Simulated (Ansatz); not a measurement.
Run this with Ansatz 0.2.0 through its Python package and show what comes out.

The script reads `ch3albrf.xyz`:
```text
7

F    -0.50970   -1.84570   -0.04060
C    -0.46900   -0.51830   -0.55110
Al    0.72500    0.55640    0.58680
Br   -2.14410    0.31070   -0.56480
H    -0.06340   -0.55460   -1.60230
H     0.21860    1.88120    1.33560
H     2.30380    0.10230    0.79080
```

`ch3albrf_opt.py`
```python
"""Geometry optimisation of CH3AlBrF."""

import ansatz
import numpy as np
import pandas as pd


def main() -> None:
    geometry = ansatz.Crystal.molecule_from_extxyz("ch3albrf.xyz")

    base = (
        geometry.calculation()
        .basis(gaussian="def2-SVP")
        .functional("pbe")
    )
    symbols = [site.symbol for site in geometry.cartesian_sites]
    start = np.array([site.position_ang for site in geometry.cartesian_sites], dtype=float)
    def progress(event):
        if event["event"] == "relax_step":
            row = event["data"]
            print(f"step {row['step']:3d}  E = {row['lagrangian_ev']:.6f} eV  max force {row['allowed_force_max_ev_ang']:.4f} eV/A")


    report = base.relax(force_tolerance=0.02).session().plan().execute(on_event=progress).report
    end = np.array(report["positions_ang"])

    for key in ("converged", "free_energy_ev", "reference_energy_ev", "n_frozen", "n_occupied", "n_virtual"):
        print(f"{key:22s} {report[key]}")

    print("bond        before    after (A)")
    for i, j in [(0, 1), (1, 2), (1, 3), (1, 4), (2, 5), (2, 6)]:
        d0, d1 = (np.linalg.norm(xyz[i] - xyz[j]) for xyz in (start, end))
        print(f"{symbols[i]}{i}-{symbols[j]}{j}".ljust(10), f"{d0:8.4f} {d1:8.4f}")

    charges = report["charge_distribution"]
    table = pd.DataFrame({"atom": symbols, "mulliken": charges["mulliken_charges_e"], "lowdin": charges["lowdin_charges_e"]})
    print(table.round(3).to_string())
    print("dipole (e A):", np.round(charges["dipole_moment_e_ang"], 4) + 0.0)


if __name__ == "__main__":
    main()
```

```console
$ python ch3albrf_opt.py
step   1  E = -80412.925810 eV  max force 1.7982 eV/A
step   2  E = -80413.081547 eV  max force 0.9564 eV/A
step   3  E = -80413.116988 eV  max force 0.3961 eV/A
step   4  E = -80413.123215 eV  max force 0.0902 eV/A
step   5  E = -80413.123626 eV  max force 0.0613 eV/A
step   6  E = -80413.124252 eV  max force 0.0165 eV/A
converged              True
free_energy_ev         -80413.12428939076
reference_energy_ev    -80413.12428939076
n_frozen               0
n_occupied             [33, 33]
n_virtual              [60, 60]
bond        before    after (A)
F0-C1        1.4228   1.3901
C1-Al2       1.9686   2.0120
C1-Br3       1.8691   1.9877
C1-H4        1.1273   1.1108
Al2-H5       1.6038   1.5936
Al2-H6       1.6554   1.6000
  atom  mulliken  lowdin
0    F    -0.203   0.044
1    C    -0.063  -0.213
2   Al     0.542   0.285
3   Br    -0.112   0.117
4    H     0.090  -0.018
5    H    -0.121  -0.103
6    H    -0.132  -0.111
dipole (e A): [ 0.2931  0.1402 -0.1158]
```

Total energies depend on the basis set; only differences at equal settings carry meaning. The end point is the stationary point reached from this start; no frequency run checks that it is a minimum, and the basis set is modest. The Löwdin charges here are taken after orthogonalising the functions within each atom; they differ from plain Löwdin charges, and their signs can be unphysical. Wall time of the script: 18 s on 1 thread of Arm Neoverse V2 (shared host), peak memory 0.26 GiB.

(Lines on the test bed's own set-up are left out of the output.)
